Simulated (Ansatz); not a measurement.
# Si3Br: the cost of one run

Computed with Ansatz 0.2.0 (DFT PBE, scalar-relativistic, plane waves, PAW, unless a step's input says otherwise).

## Step 1: The starting structure

Symmetry: Cmmm, No. 65, orthorhombic system. The conventional cell has a = 3.479 Å, b = 4.755 Å, c = 9.633 Å, α = 90.00°, β = 90.00°, γ = 90.00°. Si (site symmetry mm2) is surrounded by 10 Si at 2.91 to 3.48 Å and 4 Br at 3.03 to 3.43 Å. Si (site symmetry mmm) is surrounded by 14 Si at 2.91 to 3.48 Å. Br (site symmetry mmm) has 4 Br at 2.95 Å and 4 Si at 3.03 Å as nearest neighbours.

Structure file:

```cif
data_structure
_symmetry_space_group_name_H-M 'Cmmm'
_symmetry_Int_Tables_number 65
_cell_length_a 3.4794
_cell_length_b 4.7546
_cell_length_c 9.6330
_cell_angle_alpha 90.000
_cell_angle_beta 90.000
_cell_angle_gamma 90.000
_cell_volume 159.36
loop_
_atom_site_label
_atom_site_type_symbol
_atom_site_symmetry_multiplicity
_atom_site_Wyckoff_symbol
_atom_site_fract_x
_atom_site_fract_y
_atom_site_fract_z
_atom_site_occupancy
Si1 Si 4 l 0.50000 0.00000 0.74271 1
Si2 Si 2 d 0.00000 0.00000 0.50000 1
Br1 Br 2 a 0.00000 0.00000 0.00000 1
```

The cell is invented: species swapped into a database cell of ZnFe3 (Cmmm, No. 65), with Br on the Zn sites and Si on the Fe sites. Its size is a rough estimate.

## Step 2: A first look at the guess

input.yaml reads:

```yaml
crystal:
  lattice:
    - [1.7396885, -2.37731773, 0.0]
    - [1.7396885, 2.37731773, 0.0]
    - [0.0, 0.0, 9.63304749]
  atoms:
    - { symbol: Si, position: [0.5, 0.5, 0.74271399] }
    - { symbol: Si, position: [0.0, 0.0, 0.5] }
    - { symbol: Si, position: [0.5, 0.5, 0.25728601] }
    - { symbol: Br, position: [0.0, 0.0, 0.0] }
basis:
  ecutwfc: 420
kpoints:
  mp_grid: { grid: [6, 6, 2] }
hamiltonian:
  xc: pbe
scf:
  occupations: { method: gaussian, width: 0.1 }
  lower_state_search: "off"
output:
  forces: true
  stress: true
  eigenvalues: true
```

Command:

```console
$ ansatz run input.yaml --threads 1 --pin off --max-ram 2560MiB --backend cpu --events-out ev --progress --plain --runs-dir out
```

Q: Estimate wall time and peak memory on 1 thread of Intel Xeon 6975P-C (Granite Rapids), shared host.

About 1.1 s, with a peak of 0.38 GiB.
